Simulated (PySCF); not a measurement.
# C3H5BrGe: the cost of one run

The runs use PySCF 2.14.0, with density-fitted response routines of our own; the level of theory stands in each step. All values are computed, except where a source is named. Atoms are numbered from 0 throughout.

## Step 1: Starting geometry

10 atoms, charge 0, multiplicity 1; geometry from: GFN2-xTB. The atoms were then displaced at random by about 0.01 Å, so the start is not that level's minimum.

Bonds of the start (Å): C0–C1 1.42, C1–C2 1.19, C2–Ge3 1.94, Ge3–Br4 2.25, C0–H5 1.10, C0–H6 1.11, C0–H7 1.06, Ge3–H8 1.49, Ge3–H9 1.48.

## Step 2: Relaxing the molecule at PBE0-D3(BJ)/def2-SVP

The job: settings as JSON, then the geometry in Å.

```
{"job": {"xc": "PBE0", "basis": "def2-SVP", "d3": "d3bj", "grid": 1, "shake": 0.01, "kind": "geom"}, "charge": 0, "multiplicity": 1}
C     -2.253510     0.179530     0.193620
C     -0.857200     0.061260    -0.007840
C      0.315170    -0.053670    -0.197710
Ge     2.242270    -0.219800    -0.369340
Br     3.113150    -0.017610     1.700760
H     -2.471770     0.712550     1.133970
H     -2.695250     0.790710    -0.620410
H     -2.728850    -0.771980     0.200850
H      2.596470    -1.579930    -0.855480
H      2.789950     0.878010    -1.199480
```

Run with:

```console
$ OMP_NUM_THREADS=1 python probes_run.py task.json out
```

One launch serves the whole session: the jobs run in the order shown.

Q: Estimate the wall time and peak memory of this first job on 1 thread of Arm Neoverse V1, shared host.

About 99 s, with a peak of 0.54 GiB.
